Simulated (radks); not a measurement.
# Spin polarisation of the 5p shell in Sb

An exercise on one series of results from a longer session: the logs are not shown, and one member is left open.

The numbers are computed with radks (a radial shooting solver on a logarithmic mesh, Libxc functionals) version 1 (non-relativistic Kohn-Sham, r2SCAN, spin-polarised, spherical densities, point nucleus), except any that are marked as measured or tabulated.

## What is computed

* element: antimony (Z = 51)
* charge: 0
* electrons: 51
* configuration: [Kr] 4d10 5s2 5p(up 1.5, down 1.5)

A shell typed twice in an input gives spin up, then spin down.

Set-up of the first run:

The run's settings:

```text
Z 51
configuration [Kr] 4d10 5s2 5p1.5 5p1.5
relativity non-relativistic
functional r2scan,r2scan
spin polarised
nucleus point
```

Among the steps run: No moment.

One of the session's tables, all rows but one given; the rest of the session is left out.

It belongs to the step «No moment». Sizes of the orbitals, from the radial functions (bohr):

| level | <r> | outermost maximum (interpolated) | 90 % within | nodes |
| --- | --- | --- | --- | --- |
| 3s | 0.3432 | 0.312 | 0.503 | 2 |
| 3p | 0.3342 | 0.299 | 0.501 | 1 |
| 3d | 0.3056 | 0.245 | 0.480 | 0 |
| 4s | 0.8219 | 0.750 | 1.19 | 3 |
| 4p | 0.8661 | 0.775 | 1.27 | 2 |
| 4d | ? | ? | ? | ? |
| 5s | 2.345 | 1.99 | 3.47 | 4 |
| 5p | 2.913 | 2.37 | 4.42 | 3 |

Q: Estimate the row for 4d from the others.

As computed: <r>: 1.021; outermost maximum (interpolated): 0.843; 90 % within: 1.57; nodes: 1. In the column «<r>» it lies between 4p (0.8661) and 5s (2.345).
